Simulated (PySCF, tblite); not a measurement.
**C₈H₁₁ radical: geometry, infrared bands and EPR parameters**

Wanted: the infrared bands and EPR parameters of C₈H₁₁ radical (`C=C[C@@]1(C)[CH]CC=C1`), by calculation.

Computed with tblite 0.8.0 and PySCF 2.14.0, with density-fitted response routines of our own, on a single molecule in the gas phase. Atoms are numbered from 0 throughout.

**1. The molecule as given**

19 atoms, charge 0, multiplicity 2; geometry from: force field or distance geometry start.

Bonds of the start (Å): C0–C1 1.33, C1–C2 1.46, C2–C3 1.52, C2–C4 1.54, C4–C5 1.52, C5–C6 1.49, C6–C7 1.34, C7–C2 1.48, C0–H8 1.07, C0–H9 1.08, C1–H10 1.10, C3–H11 1.12, C3–H12 1.08, C3–H13 1.13, C4–H14 1.10, C5–H15 1.10, C5–H16 1.10, C6–H17 1.08, C7–H18 1.09.

**2. Geometry optimisation with GFN2-xTB**

The job: settings as JSON, then the geometry in Å.

```
{"job": {"kind": "relax", "xc": "GFN2-xTB", "basis": "xTB"}, "charge": 0, "multiplicity": 2}
C      1.968100     0.707500     1.626600
C      1.512300    -0.243900     0.810000
C      0.298900    -0.101900     0.012700
C      0.606800    -0.101800    -1.479300
C     -0.670700    -1.280100     0.220200
C     -1.929200    -0.662100    -0.375100
C     -1.832400     0.711000     0.193600
C     -0.548900     1.040300     0.423200
H      1.499000     1.654400     1.774700
H      2.865900     0.496700     2.181500
H      2.088100    -1.183700     0.757400
H      1.722500    -0.077800    -1.607900
H      0.109800     0.712300    -1.996100
H      0.255500    -1.080100    -1.924700
H     -0.357000    -2.173000    -0.332600
H     -2.849800    -1.192500    -0.076500
H     -1.765000    -0.561100    -1.457500
H     -2.698200     1.331500     0.397900
H     -0.285600     2.013500     0.844400
```

The run is started by

```
$ OMP_NUM_THREADS=1 python probes_run.py task.json out
```

One launch serves the whole session: the jobs run in the order shown.

Output:

```text
step      E/eV     max force
  0    -614.04280    2.473
  1    -614.30848    1.484
  2    -614.40763    0.929
  3    -614.47941    0.738
  4    -614.56786    0.700
  5    -614.60885    0.710
  6    -614.65840    0.553
  7    -614.69539    0.473
  8    -614.72624    0.376
  9    -614.75253    0.377
 10    -614.77761    0.392
 11    -614.80543    0.401
 12    -614.83459    0.433
 13    -614.86556    0.417
 14    -614.89511    0.441
 15    -614.92161    0.423
 16    -614.94181    0.295
 17    -614.95601    0.311
 18    -614.96796    0.335
 19    -614.97914    0.376
 20    -614.99156    0.358
 21    -615.00620    0.288
 22    -615.03132    0.263
 23    -615.03909    0.223
 24    -615.04968    0.215
 25    -615.05421    0.175
 26    -615.05953    0.164
 27    -615.06406    0.151
 28    -615.06900    0.168
 29    -615.07410    0.178
 30    -615.07965    0.184
 31    -615.08588    0.193
 32    -615.09323    0.191
 33    -615.10219    0.270
 34    -615.11116    0.242
 35    -615.11976    0.192
 36    -615.12766    0.203
 37    -615.13669    0.205
 38    -615.14534    0.208
 39    -615.15432    0.183
 40    -615.16159    0.205
 41    -615.16780    0.159
 42    -615.17265    0.210
 43    -615.17710    0.177
 44    -615.18042    0.153
 45    -615.18491    0.146
 46    -615.18803    0.157
 47    -615.19062    0.140
 48    -615.19283    0.107
 49    -615.19572    0.133
 50    -615.19918    0.150
 51    -615.20423    0.182
 52    -615.21019    0.171
 53    -615.21615    0.166
 54    -615.22049    0.145
 55    -615.22333    0.149
 56    -615.22620    0.137
 57    -615.22821    0.236
 58    -615.23177    0.118
 59    -615.23413    0.092
 60    -615.23612    0.066
 61    -615.23703    0.064
 62    -615.23817    0.070
 63    -615.23881    0.067
 64    -615.23939    0.045
 65    -615.23989    0.048
 66    -615.24041    0.051
 67    -615.24094    0.053
 68    -615.24164    0.065
 69    -615.24269    0.086
 70    -615.24424    0.101
 71    -615.24600    0.090
 72    -615.24745    0.072
 73    -615.24838    0.067
 74    -615.24915    0.058
 75    -615.25002    0.064
 76    -615.25107    0.075
 77    -615.25218    0.074
 78    -615.25342    0.071
 79    -615.25467    0.071
 80    -615.25590    0.068
 81    -615.25697    0.063
 82    -615.25790    0.081
 83    -615.25875    0.089
 84    -615.25969    0.067
 85    -615.26086    0.056
 86    -615.26154    0.071
 87    -615.26230    0.070
 88    -615.26289    0.066
 89    -615.26343    0.047
 90    -615.26389    0.036
 91    -615.26422    0.041
 92    -615.26450    0.038
 93    -615.26483    0.042
 94    -615.26525    0.043
 95    -615.26575    0.056
 96    -615.26626    0.059
 97    -615.26681    0.066
 98    -615.26739    0.050
 99    -615.26791    0.045
100    -615.26831    0.045
101    -615.26862    0.043
102    -615.26903    0.049
103    -615.26977    0.074
104    -615.27070    0.082
105    -615.27175    0.071
106    -615.27254    0.050
107    -615.27296    0.077
108    -615.27331    0.057
109    -615.27369    0.060
110    -615.27449    0.092
111    -615.27527    0.062
112    -615.27625    0.063
113    -615.27675    0.048
114    -615.27716    0.055
115    -615.27772    0.054
116    -615.27851    0.056
117    -615.27917    0.052
118    -615.27951    0.058
119    -615.27971    0.048
120    -615.27990    0.035
121    -615.28011    0.033
122    -615.28030    0.040
123    -615.28042    0.030
124    -615.28050    0.019
125    -615.28057    0.018
126    -615.28065    0.022
127    -615.28072    0.026
128    -615.28080    0.021
129    -615.28087    0.017
130    -615.28092    0.014
131    -615.28096    0.017
132    -615.28099    0.013
133    -615.28100    0.009
```

It took 0.9 s on 1 thread of Arm Neoverse V1, shared host; peak memory 0.18 GiB.

Relaxation path: (not every step is listed)

```csv
step,energy from step 0 (eV),largest force (eV/Å)
0,0.0000,2.4733
1,-0.2657,1.4841
2,-0.3648,0.9293
3,-0.4366,0.7380
4,-0.5251,0.7000
5,-0.5660,0.7104
6,-0.6156,0.5531
7,-0.6526,0.4728
8,-0.6834,0.3756
20,-0.9488,0.3584
32,-1.0504,0.1913
44,-1.1376,0.1533
56,-1.1834,0.1367
68,-1.1988,0.0645
80,-1.2131,0.0681
92,-1.2217,0.0377
104,-1.2279,0.0816
116,-1.2357,0.0562
128,-1.2380,0.0214
129,-1.2381,0.0171
130,-1.2381,0.0139
131,-1.2382,0.0175
132,-1.2382,0.0134
133,-1.2382,0.0091
```

Close pairs (by a distance rule), those that changed most:

```csv
bond,before (Å),after (Å),change (Å)
C1–C2,1.459,1.514,+0.056
C2–C4,1.540,1.490,-0.050
C3–H13,1.131,1.087,-0.043
C4–C5,1.523,1.480,-0.043
C3–H11,1.123,1.088,-0.036
C2–C7,1.481,1.507,+0.026
C4–H14,1.096,1.072,-0.024
C6–C7,1.345,1.323,-0.022
```

The next job starts from the end point, and lists it.

**3. Infrared spectrum with GFN2-xTB**

The job: settings as JSON, then the geometry in Å.

```
{"job": {"kind": "ir", "xc": "GFN2-xTB", "basis": "xTB"}, "charge": 0, "multiplicity": 2}
C      1.469397     0.259972     1.872348
C      1.418296    -0.300051     0.677344
C      0.351889    -0.037478    -0.365340
C      1.017339     0.081062    -1.749280
C     -0.639577    -1.146059    -0.273986
C     -1.965955    -0.648554     0.156221
C     -1.751381     0.834203     0.225560
C     -0.500996     1.164831    -0.053193
H      0.749875     0.996788     2.187868
H      2.235120     0.001823     2.584956
H      2.146365    -1.047189     0.389688
H      1.735003     0.898505    -1.747211
H      0.262823     0.274280    -2.508132
H      1.535232    -0.841995    -1.998765
H     -0.387653    -2.182635    -0.383837
H     -2.279372    -1.055165     1.128831
H     -2.764518    -0.913367    -0.550630
H     -2.551021     1.510852     0.475969
H     -0.090667     2.159428    -0.075873
```

Output:

```text
mode    cm-1     km/mol
  1      70.3      0.51
  2     106.4      1.00
  3     195.2      0.45
  4     198.1      0.09
  5     259.7      2.81
  6     290.3      4.86
  7     308.5      1.13
  8     382.3     22.80
  9     421.4      0.29
 10     537.3      0.23
 11     583.3      1.06
 12     652.1      1.41
 13     734.7      1.55
 14     767.8     13.97
 15     837.7      1.07
 16     880.9      8.23
 17     884.1      7.41
 18     907.3      0.70
 19     940.1      4.56
 20     958.1      1.20
 21     992.2      3.50
 22    1016.0     12.80
 23    1021.3     10.52
 24    1046.6      1.20
 25    1063.4      0.40
 26    1080.8      2.16
 27    1102.6      2.16
 28    1161.2      2.33
 29    1212.7      2.62
 30    1259.3      1.76
 31    1269.3      4.20
 32    1287.1      7.54
 33    1327.8      6.05
 34    1390.1      0.62
 35    1404.1      1.54
 36    1432.6      6.53
 37    1490.4      2.84
 38    1494.8      2.42
 39    1685.5      3.03
 40    1691.6     23.82
 41    2827.7     29.93
 42    2883.5     65.87
 43    3028.6     30.28
 44    3032.4     25.33
 45    3037.3     24.87
 46    3052.0     49.87
 47    3097.5     22.32
 48    3103.9     33.57
 49    3122.5     21.50
 50    3124.4     82.50
 51    3150.7     44.54
```

It took 0.64 s on 1 thread of Arm Neoverse V1, shared host; peak memory 0.18 GiB.

The strongest bands and the atoms that carry them (share of the mass-weighted mode):

```csv
cm⁻¹,km/mol,atoms
2828,29.9,"H15 59 %, H16 33 %"
2884,65.9,"H16 61 %, H15 35 %"
3029,30.3,H11 89 %
3032,25.3,"H13 73 %, H12 16 %"
3052,49.9,H10 89 %
3104,33.6,"H17 73 %, H18 20 %"
3124,82.5,"H18 61 %, H17 15 %, H8 10 %"
3151,44.5,H14 92 %
```

**4. EPR parameters: B3LYP/pcH-1**

Same as in step 3 but for these lines:

```diff
@@ -1,2 +1,2 @@
-{"job": {"kind": "ir", "xc": "GFN2-xTB", "basis": "xTB"}, "charge": 0, "multiplicity": 2}
+{"job": {"kind": "epr", "basis": "pcH-1"}, "charge": 0, "multiplicity": 2}
 C      1.469397     0.259972     1.872348
```

Level: UKS B3LYP, pcH-1 on C H, non-relativistic, mean-field spin-orbit, GIAO.

Output:

```text
UKS, coarse grid
  cycle   1  E = -311.32312329  |g| = 3.62e-01
  cycle   2  E = -311.30664398  |g| = 4.12e-01
  cycle   3  E = -311.39583325  |g| = 4.37e-02
  cycle   4  E = -311.39599143  |g| = 4.19e-02
  cycle   5  E = -311.39684128  |g| = 8.58e-03
  cycle   6  E = -311.39687640  |g| = 3.58e-03
  cycle   7  E = -311.39688379  |g| = 1.35e-03
  cycle   8  E = -311.39688405  |g| = 8.38e-04
UKS, final grid
  cycle   1  E = -311.39689864  |g| = 1.51e-03
  cycle   2  E = -311.39689574  |g| = 2.83e-03
  cycle   3  E = -311.39689978  |g| = 1.37e-04
  cycle   4  E = -311.39689979  |g| = 3.10e-05
  cycle   5  E = -311.39689979  |g| = 2.82e-05
E = -311.39689979 Eh   <S^2> = 0.7544 (exact 0.7500)
g shifts (ppm)      1          2          3
  rmc          -147       -147       -147
  gc             11         28         33
  oz_so         -40        495        613
  total        -176        376        499
hyperfine (MHz)  atom isotope    a_iso     a_fc   dipolar eigenvalues
    0   13C       4.31       4.31     -5.15     -3.99      9.14
    1   13C      50.31      50.31     -7.16     -2.28      9.44
    2   13C     -27.99     -27.99     -2.18      0.73      1.45
    3   13C      54.62      54.62     -3.97     -3.86      7.83
    4   13C      91.85      91.85    -80.65    -80.58    161.22
    5   13C     -33.28     -33.28     -2.13      0.12      2.01
    6   13C       0.68       0.68     -1.23     -0.63      1.86
    7   13C      -0.59      -0.59     -1.42     -0.89      2.31
    8    1H      -2.18      -2.18     -2.38      0.01      2.37
    9    1H       0.72       0.72     -2.94     -1.05      3.99
   10    1H      -0.64      -0.64     -3.37     -2.16      5.53
   11    1H      10.15      10.15     -2.79     -1.55      4.35
   12    1H      -2.74      -2.74     -4.96     -2.05      7.01
   13    1H      -2.52      -2.52     -4.03     -2.47      6.50
   14    1H     -61.56     -61.56    -38.49     -0.18     38.67
   15    1H     108.28     108.28     -4.74     -3.62      8.36
   16    1H     103.50     103.50     -5.00     -4.02      9.02
   17    1H      -1.79      -1.79     -1.72     -1.57      3.29
   18    1H      -1.11      -1.11     -1.60     -1.45      3.05
```

It took 1.8 min on 1 thread of Arm Neoverse V1, shared host; peak memory 1.1 GiB.

Principal g values 2.00214, 2.00270, 2.00282; g(iso) = 2.00255, against 2.00232 for a free electron.

Hyperfine couplings; where a row names several nuclei, a(iso) is their mean (it holds for fast rotation or exchange) and the dipolar term the largest among them:

```csv
nuclei,isotope,a(iso) (MHz),"a(iso) (G, at g = 2.0023)",largest dipolar term (MHz)
H15,1H,108.3,38.6,8.4
H16,1H,103.5,36.9,9.0
C4,13C,91.8,32.8,161.2
H14,1H,-61.6,-22.0,38.7
C3,13C,54.6,19.5,7.8
C1,13C,50.3,18.0,9.4
C5,13C,-33.3,-11.9,-2.1
C2,13C,-28.0,-10.0,-2.2
C0,13C,4.3,1.5,9.1
H8,1H,-2.2,-0.8,-2.4
H17,1H,-1.8,-0.6,3.3
"H11, H12, H13",1H,1.6,0.6,7.0
H18,1H,-1.1,-0.4,3.1
H9,1H,0.7,0.3,4.0
```

Mulliken spin populations:

C0 0.06; C1 0.00; C2 -0.06; C3 0.03; C4 1.01; C5 -0.08; C6 0.00; C7 0.00; H8 0.00; H9 0.00; H10 0.00; H11 0.01; H12 0.00; H13 0.00; H14 -0.04; H15 0.05; H16 0.04; H17 0.00; H18 0.00

In first order the couplings over 0.8 MHz of 1H give 252 distinct lines over 101.1 G, if the averaged nuclei exchange fast.

The fields below are evaluated on a grid from the run's orbitals.

ELF in a plane through or near 5 of the atoms.

Ten even steps from '0' (0.00) to '9' (1.00):
```
0000000000000000000000000000
0000000000000000000000000000
0000000000000000000000000000
0000037973100000000000000000
0000199998422100000000000000
0000299998654200000000000000
0000036885575100002562000000
0000000137886100026884100000
0000000253354101246873100000
0000015896366565751266520000
0000025997665894683499982000
0000000210024787764799992000
0000000014542126741289960000
0000000179994001420014300000
0000000499996100000000000000
0000000389993000000000000000
0000000025520000000000000000
0000000000000000000000000000
0000000000000000000000000000
0000000000000000000000000000
```
The map spans 10.8 Å across and 10.1 Å up, centred on the molecule. Atoms in the plane (x, y in Å): C1 (-1.4, 0.5), C5 (2.0, 0.2), H9 (-2.4, 2.4), H13 (-1.4, -2.2), H16 (2.8, -0.5).

On the surface of density 0.002 e/bohr³ the electrostatic potential runs, from the 1st to the 99th percentile, from -0.75 V near C0 to 0.72 V near H17.

The spin density lies nearest to C4 63 %; H14 9 %.

**5. Results**

| quantity | value |
| --- | --- |
| strongest single infrared mode (GFN2-xTB) | 3124 cm⁻¹, 82 km/mol |
| zero-point energy (GFN2-xTB) | 99.8 kcal/mol |
| g(iso) (B3LYP) | 2.00255 |
| ⟨S²⟩ | 0.754 (exact 0.75) |
| largest a(iso) (averaged by class) | 1H on H15, 108.3 MHz |
| surface potential, 1st and 99th percentile | -0.75 V and 0.72 V |

In words: The optimisation took 133 steps and gained 1.238 eV; among the close pairs (by a distance rule), C1–C2 changed most, from 1.459 to 1.514 Å. No mode is imaginary among the 51: a minimum at this level. GFN2-xTB is a fitted tight-binding method: band positions and strengths are rough. Its intensities can rank the bands wrongly. C4 carries the largest spin population, 1.01 e. The isotropic g lies 0.2 ppt above the free-electron value.
